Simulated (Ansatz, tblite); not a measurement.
**Ga13N14 wurtzite other sphere (Ga₁₃N₁₄H₃₄+): removing and adding an electron**

Aim: the energy of removing and adding an electron for Ga13N14 wurtzite other sphere (Ga₁₃N₁₄H₃₄+), by energy differences, and how well orbital energies stand in for it.

Computed with Ansatz 0.2.0, Gaussian basis. Level: as each input shows.

The runs, in order: charge +2 doublet, at the geometry of the singlet (PBE0-D4/def2-TZVP, PBE-D4/def2-TZVP, BLYP-D4/def2-TZVP); charge 0 doublet, at the geometry of the singlet (PBE0-D4/def2-TZVP, PBE-D4/def2-TZVP, BLYP-D4/def2-TZVP); the starting singlet's energies come from earlier runs.

1 further run of the same task is left out (set aside as unsound or not needed).

## Step 1: The structure

The singlet was relaxed beforehand with PBE-D4/def2-SVP.

61 atoms, charge 1, spin multiplicity 1.

Atoms are counted from 1 here; the program's logs count them from 0.

Bond lengths: N1–Ga2 2.060 Å, N1–Ga7 2.012 Å, N1–H28 1.033 Å, N1–H29 1.029 Å, Ga2–N3 1.998 Å, Ga2–N9 1.927 Å, Ga2–H30 1.570 Å, N3–Ga5 1.998 Å, N3–H31 1.031 Å, N3–H32 1.038 Å, N4–Ga5 2.060 Å, N4–Ga12 2.012 Å, N4–H33 1.029 Å, N4–H34 1.033 Å, Ga5–N14 1.927 Å, Ga5–H35 1.570 Å, N6–Ga7 2.012 Å, N6–Ga8 2.060 Å and more. Angles: Ga2–N1–Ga7 115.7°, Ga2–N1–H28 105.8°, Ga2–N1–H29 113.5°, Ga7–N1–H28 107.7°, Ga7–N1–H29 110.5°, H28–N1–H29 102.5°, N1–Ga2–N3 104.3°, N1–Ga2–N9 102.9°, N1–Ga2–H30 105.6°, N3–Ga2–N9 106.5°, N3–Ga2–H30 113.8°, N9–Ga2–H30 121.7°, Ga2–N3–Ga5 120.8°, Ga2–N3–H31 111.5°, Ga2–N3–H32 103.4°, Ga5–N3–H31 111.5°, Ga5–N3–H32 103.3°, H31–N3–H32 104.1° and more.

The ion is computed in the gas phase, without counter-ions or solvent.

## Step 2: Charge +2 doublet at the fixed geometry, PBE0-D4/def2-TZVP

in.yaml

```yaml
crystal:
  periodic: [false, false, false]
  atoms:
    - {symbol: N, position_ang: [-1.518057, -2.839085, -1.686384]}
    - {symbol: Ga, position_ang: [-1.543420, -2.897463, 0.372965]}
    - {symbol: N, position_ang: [-3.145426, -1.815998, 0.878754]}
    - {symbol: N, position_ang: [-3.217186, 0.103846, -1.687443]}
    - {symbol: Ga, position_ang: [-3.280966, 0.111724, 0.371813]}
    - {symbol: N, position_ang: [1.519431, -2.838160, -1.686222]}
    - {symbol: Ga, position_ang: [0.000421, -1.806921, -2.510237]}
    - {symbol: Ga, position_ang: [1.543877, -2.897139, 0.373078]}
    - {symbol: N, position_ang: [0.000091, -1.848662, 0.853531]}
    - {symbol: Ga, position_ang: [0.000113, -1.920101, 2.903614]}
    - {symbol: N, position_ang: [0.000309, -0.000104, -1.758099]}
    - {symbol: Ga, position_ang: [-1.564091, 0.903599, -2.510613]}
    - {symbol: Ga, position_ang: [-0.000019, -0.000233, 0.243795]}
    - {symbol: N, position_ang: [-1.601063, 0.923936, 0.853114]}
    - {symbol: N, position_ang: [-0.000512, -0.000223, 3.398210]}
    - {symbol: Ga, position_ang: [-1.663501, 0.958939, 2.903120]}
    - {symbol: N, position_ang: [-1.699109, 2.734515, -1.686220]}
    - {symbol: Ga, position_ang: [-1.737641, 2.785248, 0.373144]}
    - {symbol: N, position_ang: [3.145497, -1.815523, 0.879762]}
    - {symbol: N, position_ang: [3.218249, 0.105100, -1.685873]}
    - {symbol: Ga, position_ang: [1.565011, 0.903511, -2.510108]}
    - {symbol: Ga, position_ang: [3.280920, 0.112389, 0.373450]}
    - {symbol: N, position_ang: [1.600582, 0.924362, 0.853622]}
    - {symbol: Ga, position_ang: [1.662063, 0.959929, 2.903633]}
    - {symbol: N, position_ang: [1.698051, 2.734764, -1.686209]}
    - {symbol: Ga, position_ang: [1.736964, 2.785548, 0.373081]}
    - {symbol: N, position_ang: [-0.000396, 3.631775, 0.880090]}
    - {symbol: H, position_ang: [-1.433400, -3.821037, -1.994519]}
    - {symbol: H, position_ang: [-2.415987, -2.552194, -2.099551]}
    - {symbol: H, position_ang: [-1.659141, -4.416715, 0.751032]}
    - {symbol: H, position_ang: [-4.021488, -2.322031, 0.680825]}
    - {symbol: H, position_ang: [-3.098679, -1.788089, 1.915707]}
    - {symbol: H, position_ang: [-3.416401, -0.817785, -2.099937]}
    - {symbol: H, position_ang: [-4.025706, 0.667032, -1.996378]}
    - {symbol: H, position_ang: [-4.654442, 0.771560, 0.749520]}
    - {symbol: H, position_ang: [1.436046, -3.820039, -1.994918]}
    - {symbol: H, position_ang: [2.417215, -2.549928, -2.098745]}
    - {symbol: H, position_ang: [0.000442, -1.927288, -4.080876]}
    - {symbol: H, position_ang: [1.659524, -4.416481, 0.750819]}
    - {symbol: H, position_ang: [-1.393923, -2.600857, 3.282107]}
    - {symbol: H, position_ang: [1.394700, -2.599861, 3.282012]}
    - {symbol: H, position_ang: [-1.667487, 0.964418, -4.081277]}
    - {symbol: H, position_ang: [-0.000675, -0.000078, 4.433010]}
    - {symbol: H, position_ang: [-2.949339, 0.090694, 3.281111]}
    - {symbol: H, position_ang: [-1.556501, 2.506432, 3.282431]}
    - {symbol: H, position_ang: [-2.591816, 3.152113, -1.994498]}
    - {symbol: H, position_ang: [-1.001664, 3.368891, -2.099036]}
    - {symbol: H, position_ang: [-2.995852, 3.644659, 0.750962]}
    - {symbol: H, position_ang: [4.021744, -2.321282, 0.681946]}
    - {symbol: H, position_ang: [3.098327, -1.788119, 1.916708]}
    - {symbol: H, position_ang: [3.419020, -0.816079, -2.098647]}
    - {symbol: H, position_ang: [4.026287, 0.669442, -1.993981]}
    - {symbol: H, position_ang: [1.669393, 0.963575, -4.080740]}
    - {symbol: H, position_ang: [4.654132, 0.772211, 0.752113]}
    - {symbol: H, position_ang: [2.948296, 0.092673, 3.282437]}
    - {symbol: H, position_ang: [1.553853, 2.507473, 3.282503]}
    - {symbol: H, position_ang: [0.999104, 3.367703, -2.098654]}
    - {symbol: H, position_ang: [2.589826, 3.153885, -1.995077]}
    - {symbol: H, position_ang: [2.995191, 3.645057, 0.750655]}
    - {symbol: H, position_ang: [-0.000300, 3.576948, 1.917021]}
    - {symbol: H, position_ang: [-0.000532, 4.643551, 0.682515]}
basis:
  gaussian: {orbitals: def2-TZVP, fitting: {mean_field: def2-universal-jkfit}}
total_charge: 2
magnetization: {spin_polarized: true, initial_magnetization: 1}
hamiltonian: {xc: pbe0, dispersion: d4}
scf: {omitted_lower_state_checks: [starts]}
output: {orbitals: {seedname: orbitals}}
```

Started as:

```sh
$ ansatz run in.yaml --threads 11 --pin off --events-out ev --progress --plain --max-ram 174080MiB --backend cuda --devices 0, --max-vram 75GiB
```

What it wrote:

```text
Functional definition: PBE0
  name "PBE0"
  cite "Adamo & Barone, J. Chem. Phys. 110, 6158 (1999) doi:10.1063/1.478522"
  cite "Perdew, Burke & Ernzerhof, Phys. Rev. Lett. 77, 3865 (1996) doi:10.1103/PhysRevLett.77.3865"
  parent pbe
  parameter a = 0.25
  parameter kappa = 0.804
  parameter beta = 0.06672455060314922
  exchange = (1 - a)*pbe_x(kappa = kappa, mu = beta*pi^2/3) + a*exact_x
  correlation = pbe_c(beta = beta)
these checks for a lower state are left out or cut short: starts
5148 factors; integrals over basis functions are off by at most 5.4e-1 eV
mean field evaluation 1: about -702121.4529 eV, gradient 1.8e2 eV
mean field evaluation 2: about -701564.3188 eV, gradient 3.7e2 eV
mean field evaluation 4: about -702221.5617 eV, gradient 4.6e1 eV
mean field evaluation 8: about -702230.9333 eV, gradient 5.9e0 eV
mean field evaluation 16: about -702231.1582 eV, gradient 1.7e-1 eV
mean field evaluation 32: about -702231.1603 eV, gradient 1.4e-3 eV
mean field -702231.16034886 eV, -25806.5191534443 hartree, gradient 5.2e-6 eV, S^2 0.757771; 0 other end points of the search recorded, 0 dependent functions left out
reference -702231.16042293 eV, -25806.5191561663 hartree; 267, 266 occupied and 995, 996 virtual orbitals, 5148 factors
Total energy: -702235.62292935 eV, -25806.6831502523 hartree
Checks for a lower state left out: starts
```

Wall time 64 s (1 × H100 with 11 threads of AMD EPYC 7R13, shared host); peak host memory 2.4 GiB.

Report: HOMO -13.02 eV, LUMO -12.13 eV (over both spins); ⟨S²⟩ 0.758 (pure: 0.75).

## Step 3: Charge +2 doublet at the fixed geometry, PBE-D4/def2-TZVP

start.molden holds the orbitals of an earlier run on this state, given as this run's starting guess.

in.yaml: that of step 2 with these lines changed.

```diff
@@ -65,6 +65,6 @@
 basis:
-  gaussian: {orbitals: def2-TZVP, fitting: {mean_field: def2-universal-jkfit}}
+  gaussian: {orbitals: def2-TZVP, fitting: {mean_field: def2-universal-jkfit}, initial_orbitals: start.molden}
 total_charge: 2
 magnetization: {spin_polarized: true, initial_magnetization: 1}
-hamiltonian: {xc: pbe0, dispersion: d4}
+hamiltonian: {xc: pbe, dispersion: d4}
 scf: {omitted_lower_state_checks: [starts]}
```

Launched as before.

What it wrote:

```text
Functional definition: PBE
  name "PBE"
  cite "Perdew, Burke & Ernzerhof, Phys. Rev. Lett. 77, 3865 (1996) doi:10.1103/PhysRevLett.77.3865"
  parent pbe
  parameter kappa = 0.804
  parameter beta = 0.06672455060314922
  exchange = pbe_x(kappa = kappa, mu = beta*pi^2/3)
  correlation = pbe_c(beta = beta)
these checks for a lower state are left out or cut short: starts
5148 factors; integrals over basis functions are off by at most 5.4e-1 eV
mean field evaluation 1: about -702214.3284 eV, gradient 2.3e1 eV
mean field evaluation 2: about -702215.4528 eV, gradient 1.1e0 eV
mean field evaluation 4: about -702215.4760 eV, gradient 2.2e-1 eV
mean field evaluation 8: about -702215.4907 eV, gradient 1.1e-2 eV
mean field evaluation 16: about -702215.4907 eV, gradient 3.6e-4 eV
mean field -702215.49065263 eV, -25805.9433027290 hartree, gradient 2.1e-6 eV, S^2 0.752045; 0 other end points of the search recorded, 0 dependent functions left out
reference -702215.49075242 eV, -25805.9433063965 hartree; 267, 266 occupied and 995, 996 virtual orbitals, 5148 factors
Total energy: -702220.44199082 eV, -25806.1252610514 hartree
Checks for a lower state left out: starts
```

Run time: 31 s. Hardware: 1 × H100 with 11 threads of AMD EPYC 7R13, shared host; peak host memory 2.2 GiB.

From the report: HOMO -11.87 eV, LUMO -11.92 eV (over both spins; with the spin held, an empty level of the minority spin lies below the top filled one); ⟨S²⟩ 0.752 (pure: 0.75).

## Step 4: Charge +2 doublet at the fixed geometry, BLYP-D4/def2-TZVP

in.yaml: that of step 3 with these lines changed.

```diff
@@ -68,3 +68,3 @@
 magnetization: {spin_polarized: true, initial_magnetization: 1}
-hamiltonian: {xc: pbe, dispersion: d4}
+hamiltonian: {xc: {name: BLYP}, dispersion: d4}
 scf: {omitted_lower_state_checks: [starts]}
```

The command is unchanged.

What it wrote (excerpt; [...] marks lines left out):

```text
Functional definition: BLYP
  name "BLYP"
  cite "Becke, Phys. Rev. A 38, 3098 (1988) doi:10.1103/PhysRevA.38.3098"
  cite "Lee, Yang & Parr, Phys. Rev. B 37, 785 (1988) doi:10.1103/PhysRevB.37.785"
[...]
5148 factors; integrals over basis functions are off by at most 5.4e-1 eV
[...]
mean field -702359.09691505 eV, -25811.2207355334 hartree, gradient 1.6e-6 eV, S^2 0.752538; 0 other end points of the search recorded, 0 dependent functions left out
reference -702359.09771123 eV, -25811.2207647922 hartree; 267, 266 occupied and 995, 996 virtual orbitals, 5148 factors
Total energy: -702368.95962318 eV, -25811.5831833719 hartree
Checks for a lower state left out: starts
```

Wall time 33 s (1 × H100 with 11 threads of AMD EPYC 7R13, shared host); peak host memory 2.2 GiB.

From the report: HOMO -11.74 eV, LUMO -11.81 eV (over both spins; with the spin held, an empty level of the minority spin lies below the top filled one); ⟨S²⟩ 0.753 (pure: 0.75).

## Step 5: Vertical ionisation energy

Charged state less starting state, singlet to doublet; the starting state's energies are those of its earlier runs.

| level | vertical ionisation energy (eV) | time |
| --- | --- | --- |
| PBE-D4/def2-TZVP | +10.34 | 50 s |
| BLYP-D4/def2-TZVP | +10.31 | 52 s |
| PBE0-D4/def2-TZVP | +10.97 | 86 s |

Times add the two runs; a level without a time comes out of a correlated run.

Beside −ε(HOMO) of the starting state:

```csv
level,−ε(HOMO) (eV),by difference (eV),mismatch (eV)
PBE-D4/def2-TZVP,8.47,10.34,-1.86
BLYP-D4/def2-TZVP,8.36,10.31,-1.95
PBE0-D4/def2-TZVP,9.65,10.97,-1.32
```

## Step 6: Charge 0 doublet at the fixed geometry, PBE0-D4/def2-TZVP

in.yaml: that of step 4 with these lines changed.

```diff
@@ -65,6 +65,5 @@
 basis:
-  gaussian: {orbitals: def2-TZVP, fitting: {mean_field: def2-universal-jkfit}, initial_orbitals: start.molden}
-total_charge: 2
+  gaussian: {orbitals: def2-TZVP, fitting: {mean_field: def2-universal-jkfit}}
 magnetization: {spin_polarized: true, initial_magnetization: 1}
-hamiltonian: {xc: {name: BLYP}, dispersion: d4}
+hamiltonian: {xc: pbe0, dispersion: d4}
 scf: {omitted_lower_state_checks: [starts]}
```

Same command.

What it wrote (excerpt; [...] marks lines left out):

```text
Functional definition: PBE0
  name "PBE0"
  cite "Adamo & Barone, J. Chem. Phys. 110, 6158 (1999) doi:10.1063/1.478522"
  cite "Perdew, Burke & Ernzerhof, Phys. Rev. Lett. 77, 3865 (1996) doi:10.1103/PhysRevLett.77.3865"
  parent pbe
[...]
5148 factors; integrals over basis functions are off by at most 5.4e-1 eV
[...]
mean field -702244.71814268 eV, -25807.0173931774 hartree, gradient 1.3e-5 eV, S^2 0.750749; 0 other end points of the search recorded, 0 dependent functions left out
reference -702244.71822461 eV, -25807.0173961882 hartree; 268, 267 occupied and 994, 995 virtual orbitals, 5148 factors
Total energy: -702249.33764098 eV, -25807.1871566088 hartree
Checks for a lower state left out: starts
```

It took 41 s on 1 × H100 with 11 threads of AMD EPYC 7R13, shared host; peak host memory 2.1 GiB.

From the report: HOMO -1.70 eV, LUMO -0.74 eV (over both spins); ⟨S²⟩ 0.751 (pure: 0.75).

## Step 7: Charge 0 doublet at the fixed geometry, PBE-D4/def2-TZVP

in.yaml: that of step 6 with these lines changed.

```diff
@@ -65,5 +65,5 @@
 basis:
-  gaussian: {orbitals: def2-TZVP, fitting: {mean_field: def2-universal-jkfit}}
+  gaussian: {orbitals: def2-TZVP, fitting: {mean_field: def2-universal-jkfit}, initial_orbitals: start.molden}
 magnetization: {spin_polarized: true, initial_magnetization: 1}
-hamiltonian: {xc: pbe0, dispersion: d4}
+hamiltonian: {xc: pbe, dispersion: d4}
 scf: {omitted_lower_state_checks: [starts]}
```

Launched as before.

What it wrote:

```text
Functional definition: PBE
  name "PBE"
  cite "Perdew, Burke & Ernzerhof, Phys. Rev. Lett. 77, 3865 (1996) doi:10.1103/PhysRevLett.77.3865"
  parent pbe
  parameter kappa = 0.804
  parameter beta = 0.06672455060314922
  exchange = pbe_x(kappa = kappa, mu = beta*pi^2/3)
  correlation = pbe_c(beta = beta)
these checks for a lower state are left out or cut short: starts
5148 factors; integrals over basis functions are off by at most 5.4e-1 eV
mean field evaluation 1: about -702227.6763 eV, gradient 2.3e1 eV
mean field evaluation 2: about -702228.8125 eV, gradient 1.3e0 eV
mean field evaluation 4: about -702228.8242 eV, gradient 2.0e-1 eV
mean field evaluation 8: about -702228.8245 eV, gradient 4.3e-5 eV
mean field -702228.82446681 eV, -25806.4333113621 hartree, gradient 7.4e-6 eV, S^2 0.750416; 0 other end points of the search recorded, 0 dependent functions left out
reference -702228.82457666 eV, -25806.4333153992 hartree; 268, 267 occupied and 994, 995 virtual orbitals, 5148 factors
Total energy: -702233.94988041 eV, -25806.6216668381 hartree
Checks for a lower state left out: starts
```

It took 28 s on 1 × H100 with 11 threads of AMD EPYC 7R13, shared host; peak host memory 2.2 GiB.

From the report: HOMO -1.71 eV, LUMO -1.54 eV (over both spins); ⟨S²⟩ 0.750 (pure: 0.75).

## Step 8: Charge 0 doublet at the fixed geometry, BLYP-D4/def2-TZVP

in.yaml: that of step 7 with these lines changed.

```diff
@@ -67,3 +67,3 @@
 magnetization: {spin_polarized: true, initial_magnetization: 1}
-hamiltonian: {xc: pbe, dispersion: d4}
+hamiltonian: {xc: {name: BLYP}, dispersion: d4}
 scf: {omitted_lower_state_checks: [starts]}
```

The command is unchanged.

What it wrote:

```text
Functional definition: BLYP
  name "BLYP"
  cite "Becke, Phys. Rev. A 38, 3098 (1988) doi:10.1103/PhysRevA.38.3098"
  cite "Lee, Yang & Parr, Phys. Rev. B 37, 785 (1988) doi:10.1103/PhysRevB.37.785"
  parameter beta = 0.0042
  parameter a = 0.04918
  parameter b = 0.132
  parameter c = 0.2533
  parameter d = 0.349
  exchange = b88_x(beta = beta)
  correlation = lyp_c(a = a, b = b, c = c, d = d)
these checks for a lower state are left out or cut short: starts
5148 factors; integrals over basis functions are off by at most 5.4e-1 eV
mean field evaluation 1: about -702370.3242 eV, gradient 2.9e1 eV
mean field evaluation 2: about -702372.2290 eV, gradient 1.8e0 eV
mean field evaluation 4: about -702372.2530 eV, gradient 1.9e-1 eV
mean field evaluation 8: about -702372.2534 eV, gradient 2.9e-5 eV
mean field -702372.25336379 eV, -25811.7042261067 hartree, gradient 2.9e-5 eV, S^2 0.750251; 0 other end points of the search recorded, 0 dependent functions left out
reference -702372.25422092 eV, -25811.7042576057 hartree; 268, 267 occupied and 994, 995 virtual orbitals, 5148 factors
Total energy: -702382.45339827 eV, -25812.0790704600 hartree
Checks for a lower state left out: starts
```

Wall time 23 s (1 × H100 with 11 threads of AMD EPYC 7R13, shared host); peak host memory 1.9 GiB.

From the report: HOMO -1.62 eV, LUMO -1.48 eV (over both spins); ⟨S²⟩ 0.750 (pure: 0.75).

## Step 9: Vertical electron affinity

Starting state less charged state (positive: the electron is bound), singlet to doublet; the starting state's energies are those of its earlier runs.

```csv
level,vertical electron affinity (eV),time
PBE-D4/def2-TZVP,+3.17,47 s
BLYP-D4/def2-TZVP,+3.19,43 s
PBE0-D4/def2-TZVP,+2.74,63 s
```

Times add the two runs; a level without a time comes out of a correlated run.

Beside −ε(LUMO) of the starting state:

```csv
level,−ε(LUMO) (eV),by difference (eV),mismatch (eV)
PBE-D4/def2-TZVP,4.47,3.17,+1.30
BLYP-D4/def2-TZVP,4.42,3.19,+1.23
PBE0-D4/def2-TZVP,3.62,2.74,+0.88
```

## Step 10: Outcome

| quantity | value |
| --- | --- |
| vertical ionisation energy, functionals in def2-TZVP | 10.31 (BLYP-D4) to 10.97 eV (PBE0-D4) |
| vertical electron affinity, functionals in def2-TZVP | 2.74 (PBE0-D4) to 3.19 eV (BLYP-D4) |

In words: The vertical ionisation energy spans 10.31 to 10.97 eV over the functionals. −ε(HOMO) misses the level's own difference by -1.32 eV at best (PBE0-D4) and -1.95 eV at worst (BLYP-D4). The vertical electron affinity spans 2.74 to 3.19 eV over the functionals. −ε(LUMO) misses the level's own difference by +0.88 eV at best (PBE0-D4) and +1.30 eV at worst (PBE-D4).
